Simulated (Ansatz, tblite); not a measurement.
# In14P14 wurtzite off sphere (In14P14H34): one state, many levels

How do method and basis change the picture of In14P14 wurtzite off sphere (In14P14H34) (singlet)?

The runs use Ansatz 0.2.0, Gaussian basis; as each input shows.

Levels to be run: GFN1-xTB, GFN2-xTB, PBE-D4/def2-TZVP, r2SCAN-D4/def2-TZVP, PBE-D4/def2-SVP, PBE0-D4/def2-SVP.

1 further run of the same task is left out (set aside as unsound or not needed).

**1. The relaxed structure**

The singlet was relaxed beforehand with PBE-D4/def2-SVP.

62 atoms, charge 0, spin multiplicity 1.

Bond lengths: P1–In2 2.677 Å, P1–In5 2.604 Å, P1–H29 1.432 Å, P1–H30 1.433 Å, In2–P4 2.602 Å, In2–H31 1.737 Å, In2–H32 1.749 Å, In3–P4 2.637 Å, In3–P8 2.649 Å, In3–H33 1.747 Å, In3–H34 1.737 Å, P4–In10 2.553 Å, P4–H35 1.434 Å, In5–P6 2.636 Å, In5–P9 2.545 Å, In5–H36 1.735 Å, P6–In11 2.618 Å, P6–H37 1.432 Å and more. Angles: In2–P1–In5 121.0°, In2–P1–H29 113.8°, In2–P1–H30 108.0°, In5–P1–H29 107.3°, In5–P1–H30 106.0°, H29–P1–H30 98.0°, P1–In2–P4 88.4°, P1–In2–H31 107.2°, P1–In2–H32 103.3°, P4–In2–H31 112.0°, P4–In2–H32 111.4°, H31–In2–H32 126.7°, P4–In3–P8 96.9°, P4–In3–H33 105.2°, P4–In3–H34 108.9°, P8–In3–H33 104.6°, P8–In3–H34 108.5°, H33–In3–H34 128.2° and more.

In takes a core potential in the def2 sets. No spin-orbit coupling is included.

PBE0-D4/def2-TZVP was run before; its log isn't repeated, and its numbers join the tables.

**2. GFN1-xTB**

Tight binding, by tblite at 300 K electronic temperature and without a spin-polarisation term:

```python
tblite.interface.Calculator('GFN1-xTB', numbers, positions, charge=0, uhf=0).singlepoint()
```

Energy -2104.0346 eV, HOMO -8.97 eV, LUMO -6.22 eV; 0.97 s.

**3. GFN2-xTB**

Tight binding, by tblite at 300 K electronic temperature and without a spin-polarisation term:

```python
tblite.interface.Calculator('GFN2-xTB', numbers, positions, charge=0, uhf=0).singlepoint()
```

Energy -1902.5799 eV, HOMO -10.61 eV, LUMO -7.80 eV; 0.9 s.

**4. PBE-D4/def2-TZVP**

start.molden holds the orbitals of an earlier run on this state, given as this run's starting guess.

File in.yaml:

```yaml
crystal:
  periodic: [false, false, false]
  atoms:
    - {symbol: P, position_ang: [-1.645610, -5.079268, -0.624999]}
    - {symbol: In, position_ang: [-3.793724, -4.104291, 0.641497]}
    - {symbol: In, position_ang: [-3.712151, -2.098766, -3.299337]}
    - {symbol: P, position_ang: [-3.478161, -1.885321, -0.681175]}
    - {symbol: In, position_ang: [0.748742, -4.231994, -0.050256]}
    - {symbol: P, position_ang: [0.405013, -4.093148, 2.559634]}
    - {symbol: In, position_ang: [0.535604, -1.969977, -3.272486]}
    - {symbol: P, position_ang: [-1.569800, -0.672611, -3.928525]}
    - {symbol: P, position_ang: [0.687485, -1.775223, -0.712032]}
    - {symbol: In, position_ang: [-1.428263, -0.588154, 0.115805]}
    - {symbol: In, position_ang: [0.604621, -1.804044, 3.814653]}
    - {symbol: P, position_ang: [-1.367783, -0.552872, 2.726577]}
    - {symbol: In, position_ang: [-1.715038, 1.793351, -3.207444]}
    - {symbol: P, position_ang: [-1.513618, 1.832697, -0.654934]}
    - {symbol: In, position_ang: [-3.850270, 2.809978, -0.034404]}
    - {symbol: In, position_ang: [-1.508098, 1.777080, 3.841983]}
    - {symbol: P, position_ang: [-3.447980, 2.991893, 2.609457]}
    - {symbol: P, position_ang: [2.576360, -0.460832, -3.987252]}
    - {symbol: In, position_ang: [2.847012, -0.598112, 0.088091]}
    - {symbol: P, position_ang: [2.567797, -0.562151, 2.702423]}
    - {symbol: In, position_ang: [2.927450, 1.991583, -3.111791]}
    - {symbol: P, position_ang: [0.595896, 2.832099, -3.966643]}
    - {symbol: P, position_ang: [2.696386, 1.870896, -0.583801]}
    - {symbol: In, position_ang: [0.563124, 3.144714, 0.112661]}
    - {symbol: In, position_ang: [2.620287, 1.758871, 3.846297]}
    - {symbol: P, position_ang: [0.563307, 2.842306, 2.727386]}
    - {symbol: In, position_ang: [4.867448, 3.178785, 0.046004]}
    - {symbol: P, position_ang: [4.658339, 2.901741, 2.704169]}
    - {symbol: H, position_ang: [-1.594212, -6.510267, -0.659300]}
    - {symbol: H, position_ang: [-1.817719, -4.853057, -2.029261]}
    - {symbol: H, position_ang: [-5.171786, -5.004053, 0.084704]}
    - {symbol: H, position_ang: [-3.249020, -3.944855, 2.295434]}
    - {symbol: H, position_ang: [-3.267631, -3.747678, -3.667048]}
    - {symbol: H, position_ang: [-5.124654, -1.227762, -3.811820]}
    - {symbol: H, position_ang: [-4.527079, -1.003082, -0.259866]}
    - {symbol: H, position_ang: [2.090244, -5.251870, -0.465146]}
    - {symbol: H, position_ang: [-0.925422, -4.544750, 2.835841]}
    - {symbol: H, position_ang: [1.125939, -5.118887, 3.251556]}
    - {symbol: H, position_ang: [0.716587, -3.575168, -3.928240]}
    - {symbol: H, position_ang: [-1.533304, -0.648418, -5.362403]}
    - {symbol: H, position_ang: [0.648172, -1.981371, 5.541643]}
    - {symbol: H, position_ang: [-2.522753, -1.285581, 3.155373]}
    - {symbol: H, position_ang: [-3.002748, 2.704669, -3.943962]}
    - {symbol: H, position_ang: [-5.027202, 1.527189, -0.149183]}
    - {symbol: H, position_ang: [-3.984916, 4.453640, -0.585684]}
    - {symbol: H, position_ang: [-1.589876, 1.785361, 5.578555]}
    - {symbol: H, position_ang: [-4.641146, 2.726718, 3.357107]}
    - {symbol: H, position_ang: [-3.295927, 4.360044, 3.003935]}
    - {symbol: H, position_ang: [2.695196, -0.454240, -5.413611]}
    - {symbol: H, position_ang: [3.773068, -1.192858, -3.706297]}
    - {symbol: H, position_ang: [4.310306, -1.434276, -0.367178]}
    - {symbol: H, position_ang: [3.724734, -1.220247, 3.237508]}
    - {symbol: H, position_ang: [4.269577, 2.777873, -3.890759]}
    - {symbol: H, position_ang: [0.643607, 2.924429, -5.394506]}
    - {symbol: H, position_ang: [0.547665, 4.235881, -3.694299]}
    - {symbol: H, position_ang: [0.573290, 4.833952, -0.325248]}
    - {symbol: H, position_ang: [2.650069, 1.757751, 5.585642]}
    - {symbol: H, position_ang: [0.564307, 4.170630, 3.269724]}
    - {symbol: H, position_ang: [6.255346, 2.216002, -0.373254]}
    - {symbol: H, position_ang: [4.606459, 4.878552, -0.218782]}
    - {symbol: H, position_ang: [5.809702, 2.244707, 3.246705]}
    - {symbol: H, position_ang: [4.836771, 4.151768, 3.380559]}
basis:
  gaussian: {orbitals: def2-TZVP, fitting: {mean_field: def2-universal-jkfit}, initial_orbitals: start.molden}
hamiltonian: {xc: pbe, dispersion: d4}
scf: {omitted_lower_state_checks: [starts]}
output: {forces: true, orbitals: {seedname: orbitals}}
```

Started as:

```
$ ansatz run in.yaml --threads 11 --pin off --events-out ev --progress --plain --max-ram 166912MiB --backend cuda --devices 0, --max-vram 75GiB
```

Further steps of the session: r2SCAN-D4/def2-TZVP; PBE-D4/def2-SVP; PBE0-D4/def2-SVP.

Before running them: what should the planned runs give, taken together? Wanted: gap in def2-TZVP, named functionals, smallest and largest; binding an atom, functionals in def2-TZVP; PBE0 total energy, smallest basis above largest.

The runs gave:

```
                                                 quantity                                  value
gap in def2-TZVP, named functionals, smallest and largest    3.22 eV (PBE-D4), 4.82 eV (PBE0-D4)
                binding an atom, functionals in def2-TZVP  2.58 (PBE0-D4) to 2.59 eV (r2SCAN-D4)
          PBE0 total energy, smallest basis above largest         46.67 eV (def2-SVP, def2-TZVP)
```

What this shows: Orbital gaps of the named functionals in def2-TZVP span 3.22 eV (PBE-D4) to 4.82 eV (PBE0-D4); exact exchange widens it.
